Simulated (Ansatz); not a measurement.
**Si, 8 atoms: a relaxation on CPU cores**

Aim: the relaxed geometry of Si in a cell of 8 atoms, and what it costs in time.

Program: Ansatz 0.2 early development. Level of theory: run time, cell relaxation, PBE, PAW. These are calculated values, not measurements.

## Step 1: The starting structure

The structure is cubic, space group Fd-3m (No. 227). Conventional cell: a = 5.431 Å, b = 5.431 Å, c = 5.431 Å, α = 90.00°, β = 90.00°, γ = 90.00°. Si (site symmetry -43m) has 4 Si at 2.35 Å as nearest neighbours.

Coordinates:

```xyz
8
Lattice="5.4310 0.0000 0.0000 0.0000 5.4310 0.0000 0.0000 0.0000 5.4310" Properties=species:S:1:pos:R:3 pbc="T T T"
Si    0.0000    0.0000    0.0000
Si    0.0000    2.7155    2.7155
Si    2.7155    0.0000    2.7155
Si    2.7155    2.7155    0.0000
Si    1.3578    1.3578    1.3578
Si    1.3578    4.0732    4.0732
Si    4.0732    1.3578    4.0732
Si    4.0732    4.0732    1.3578
```

## Step 2: The run

The input, input.yaml:

```yaml
crystal:
  lattice:
    - [5.431, 0, 0]
    - [0, 5.431, 0]
    - [0, 0, 5.431]
  atoms:
    - { symbol: Si, position: [0, 0, 0] }
    - { symbol: Si, position: [0, 0.5, 0.5] }
    - { symbol: Si, position: [0.5, 0, 0.5] }
    - { symbol: Si, position: [0.5, 0.5, 0] }
    - { symbol: Si, position: [0.25, 0.25, 0.25] }
    - { symbol: Si, position: [0.25, 0.75, 0.75] }
    - { symbol: Si, position: [0.75, 0.25, 0.75] }
    - { symbol: Si, position: [0.75, 0.75, 0.25] }
kpoints:
  mp_grid: { grid: [4, 4, 4] }
hamiltonian:
  xc: pbe
  pseudopotentials: { kind: paw }
magnetization:
  spin_polarized: false
scf:
  occupations: { method: fermi_dirac, width: "0.05 eV" }
output:
  forces: true
  stress: true
relax:
  max_steps: 30
  cell: { p_target: 60.0 }
```

Run with:

```sh
$ ansatz run input --backend cpu --threads 16 --events-out ev
```

**Question.** What will these runs give? Wanted: free energy; electrons solved for; SCF passes in all; largest force; pressure; energy from the first step to the last.

As calculated:

| quantity | value |
| --- | --- |
| time per pass of the first SCF | 0.032 s |
| free energy | -5079.1462 eV (-634.8933 eV/atom) |
| electrons solved for | 32 |
| SCF passes in all | 48 |
| largest force | 0.000 eV/Å |
| pressure | 59.97 GPa |
| energy from the first step to the last | 831.5 meV/atom |
| wall time | 1.8 s (16 threads of Arm Neoverse V2 (Grace), shared host) |

**Reading.** The largest share of the engine's clock (80 %) was the work after the first SCF. Forces vanish by symmetry, so the stress drives the 6 steps: the pressure went from 2.02 to 59.97 GPa, and the volume changed by -27.2 %.
